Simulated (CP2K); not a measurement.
The system is GaGe.

```xyz
2
Lattice="4.0982 0.0000 0.0000 2.0491 3.5491 0.0000 2.0491 1.1830 3.3461" Properties=species:S:1:pos:R:3 pbc="T T T"
Ge    0.0000    0.0000    0.0000
Ga    2.0491    1.1830    0.8365
```

The cell comes from a database or a generator and needn't be the stable form of this composition.

Base run:

```yaml
Program: CP2K 2026.2
Functional: LDA
Potentials_or_basis: POTENTIAL_UZH Ge GTH-PBE-q4, Ga GTH-PBE-q13; TZVP-MOLOPT-PBE-GTH basis
Density_cutoff: 9184 eV
k_mesh: 8 × 8 × 8
Occupations: fermi-dirac, width 0.05 eV
Spin: no spin polarisation
```

Its results: band gap on the k mesh none (metal or under the smearing width); pressure -2.0 GPa.

**Question.** After a change of settings the same cell gave: band gap on the k mesh none (metal or under the smearing width); pressure 1.2 GPa. Which change was it?
A. functional from LDA to AM05
B. functional from LDA to revPBE
C. functional from LDA to PBEsol

**Answer.** B.

revPBE binds less tightly than LDA, so the same cell stands under more pressure.

Caveats: the potentials were made for another functional, which shifts forces and pressure; the basis of atomic orbitals isn't converged, which shifts pressures, moduli and gaps.

Runs at the PBE level aren't shown here.
